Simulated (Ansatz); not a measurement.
# C₅H₈OS: up Jacob's ladder to CCSD(T)

One table from this session's results is given with a row withheld; the runs are named, their logs left out.

Computed with Ansatz 0.2.0, Gaussian basis. Level: functionals in def2-TZVPP, the program's frozen cores in correlated methods.

Plan: LDA (SPW92), PBE-D4, revPBE-D4, BLYP-D4, r2SCAN-D4, B97M-V, PBE0-D4, B3LYP-D4, r2SCANh-D4, r2SCAN0-D4, HSE06-D4, BHLYP-D4, CAM-B3LYP-D4, LC-ωPBE, ωB97X-V, ωB97M-V, B2PLYP, PBE-QIDH; CCSD(T)/def2-SVP; CCSD(T)/def2-TZVPP; MP2/def2-QZVPP; extrapolation to the limit; RPA on PBE.

### The relaxed structure

All runs share one geometry, relaxed beforehand with PBE0-D4 in a triple-zeta def2 set.

15 atoms, charge 0, spin multiplicity 1.

Atoms are counted from 1 here; the program's logs count them from 0.

Bond lengths: O1–C2 1.205 Å, C2–C3 1.512 Å, C2–C7 1.511 Å, C3–C4 1.517 Å, C3–H8 1.092 Å, C3–H9 1.097 Å, C4–S5 1.815 Å, C4–H10 1.091 Å, C4–H11 1.093 Å, S5–C6 1.815 Å, C6–C7 1.518 Å, C6–H12 1.093 Å, C6–H13 1.091 Å, C7–H14 1.092 Å, C7–H15 1.097 Å. Angles: O1–C2–C3 121.9°, O1–C2–C7 121.9°, C3–C2–C7 116.2°, C2–C3–C4 112.9°, C2–C3–H8 107.8°, C2–C3–H9 107.5°, C4–C3–H8 111.6°, C4–C3–H9 109.7°, H8–C3–H9 107.1°, C3–C4–S5 113.0°, C3–C4–H10 110.5°, C3–C4–H11 110.4°, S5–C4–H10 105.8°, S5–C4–H11 109.6°, H10–C4–H11 107.4°, C4–S5–C6 100.3°, S5–C6–C7 113.0°, S5–C6–H12 109.6° and more.

Set-up of the first run:

The input, in.yaml:

```yaml
crystal:
  periodic: [false, false, false]
  atoms:
    - {symbol: O, position_ang: [-2.305902, -0.267115, -0.900792]}
    - {symbol: C, position_ang: [-1.190471, -0.138151, -0.464539]}
    - {symbol: C, position_ang: [-0.181879, -1.263189, -0.505556]}
    - {symbol: C, position_ang: [0.764748, -1.250585, 0.680390]}
    - {symbol: S, position_ang: [1.837065, 0.212964, 0.714680]}
    - {symbol: C, position_ang: [0.753566, 1.427143, -0.088541]}
    - {symbol: C, position_ang: [-0.719978, 1.158006, 0.154497]}
    - {symbol: H, position_ang: [-0.733198, -2.204000, -0.569793]}
    - {symbol: H, position_ang: [0.390095, -1.159954, -1.435981]}
    - {symbol: H, position_ang: [1.436707, -2.109243, 0.641230]}
    - {symbol: H, position_ang: [0.204565, -1.317416, 1.616412]}
    - {symbol: H, position_ang: [0.964584, 1.454893, -1.160511]}
    - {symbol: H, position_ang: [1.037206, 2.396387, 0.324304]}
    - {symbol: H, position_ang: [-1.345615, 1.962415, -0.238812]}
    - {symbol: H, position_ang: [-0.911495, 1.097844, 1.233010]}
basis:
  gaussian: {orbitals: def2-TZVPP}
hamiltonian: {xc: lda}
output: {orbitals: {seedname: orbitals}}
```

Started as:

```bash
$ ansatz run in.yaml --threads 2 --pin off --events-out ev --progress --plain --max-ram 22528MiB --backend cuda --devices 0, --max-vram 18GiB
```

Among the steps run: LDA; PBE-D4 (GGA); revPBE-D4 (GGA); BLYP-D4 (GGA); r2SCAN-D4 (meta-GGA); B97M-V (meta-GGA); B3LYP-D4 (hybrid); r2SCANh-D4 (hybrid); r2SCAN0-D4 (hybrid); HSE06-D4 (hybrid); BHLYP-D4 (hybrid); CAM-B3LYP-D4 (range-separated); LC-ωPBE (range-separated); ωB97X-V (range-separated); ωB97M-V (range-separated); B2PLYP (double hybrid); PBE-QIDH (double hybrid).

One of the session's tables, all rows but one given; the rest of the session is left out.

It belongs to the step «Frontier levels by functional». 

```
  functional  HOMO (eV)  gap (eV)
 LDA (SPW92)      -5.40      3.38
      PBE-D4      -5.30      3.51
   revPBE-D4      -5.25      3.56
     BLYP-D4      -5.17      3.51
   r2SCAN-D4      -5.54      3.99
      B97M-V      -5.65      4.22
     PBE0-D4      -6.54      5.91
    B3LYP-D4          ?         ?
  r2SCANh-D4      -6.00      4.88
  r2SCAN0-D4      -6.70      6.20
    HSE06-D4      -6.14      5.12
    BHLYP-D4      -7.68      8.30
CAM-B3LYP-D4      -7.91      8.49
     LC-ωPBE      -9.29     11.13
     ωB97X-V      -8.94     10.67
     ωB97M-V      -8.78     10.41
```

Q: Estimate the row for B3LYP-D4 from the others.

Worked estimate for «HOMO (eV)». Against the share of exact exchange, BLYP-D4 (0, -5.17), BHLYP-D4 (0.5, -7.68) give a slope of -5.02 per unit share; at 0.2 the line stands at -6.17.

The run gave: HOMO (eV): -6.32; gap (eV): 5.43. In «HOMO (eV)» the line misses by +0.15.
